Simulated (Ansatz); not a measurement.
# NbTe4: single point with PBEsol

Crystal: NbTe4.

```
Te Nb
1.0
     6.55100    0.00000    0.00000
     0.00000    6.55100    0.00000
     0.00000    0.00000    6.84700
Te Nb
8 2
Direct
  0.67220 0.85600 0.50000
  0.14400 0.67220 0.50000
  0.32780 0.14400 0.50000
  0.85600 0.32780 0.50000
  0.32780 0.85600 0.00000
  0.85600 0.67220 0.00000
  0.67220 0.14400 0.00000
  0.14400 0.32780 0.00000
  0.00000 0.00000 0.73500
  0.00000 0.00000 0.23500
```

```
Program             : Ansatz 0.2.0
Task                : single point
Functional          : PBEsol
Potentials or basis : all-electron LAPW, scalar-relativistic
Cutoff              : 230 eV (chosen from the basis error)
Basis error allowed : 0.001 eV/atom
k mesh              : 4 × 4 × 4
Occupations         : fermi-dirac, width 0.05 eV
Spin                : no spin polarisation
```

| Quantity | Value |
| --- | --- |
| Pressure | -1.9 GPa |
| Largest force | 1.096 eV/Å |
| Band gap on the k mesh | none (metal or under the smearing width) |

Forces in eV/Å, atoms in the order of the input:
```
Te   0.233  0.099 -0.274
Te  -0.099  0.233 -0.274
Te  -0.233 -0.099 -0.274
Te   0.099 -0.233 -0.274
Te  -0.233  0.099 -0.274
Te   0.099  0.233 -0.274
Te   0.233 -0.099 -0.274
Te  -0.099 -0.233 -0.274
Nb   0.000  0.000  1.096
Nb   0.000  0.000  1.096
```

Stress tensor (GPa, compression positive):
```
-1.95  0.00  0.00
 0.00 -1.95  0.00
 0.00  0.00 -1.81
```

Levels at points of the mesh, in eV from the Fermi level:
```csv
k point,band 121,band 122,band 123,band 124,band 125,band 126,band 127,band 128,band 129,band 130
"(0.00, 0.00, 0.00)",-1.48,-1.47,-1.47,-0.54,-0.18,0.76,0.76,1.06,1.31,1.46
"(0.00, 0.00, -0.50)",-2.27,-2.27,-0.96,-0.96,0.15,0.15,0.95,0.95,1.23,1.23
"(0.00, -0.50, 0.00)",-1.56,-1.41,-1.36,-1.20,-0.30,0.44,0.51,0.70,0.85,1.13
"(0.00, -0.50, -0.50)",-1.56,-1.56,-1.00,-1.00,0.28,0.28,0.43,0.43,0.45,0.45
"(-0.50, -0.50, 0.00)",-1.95,-1.80,-1.67,-1.67,-1.27,-0.01,0.66,1.25,1.48,1.59
"(-0.50, -0.50, -0.50)",-1.86,-1.86,-1.86,-1.86,-0.22,-0.22,0.59,0.59,0.80,0.80
```

Wall time 38 s on 8 threads of Intel(R) Xeon(R) Platinum 8375C CPU @ 2.90GHz (Ice Lake), on a shared host, peak memory 2.3 GiB.

Caveat: forces of over 1 eV/Å show positions far from the minimum, so gaps and moduli don't describe the material at rest. The run has no spin-orbit coupling, so splittings on Te are missing.
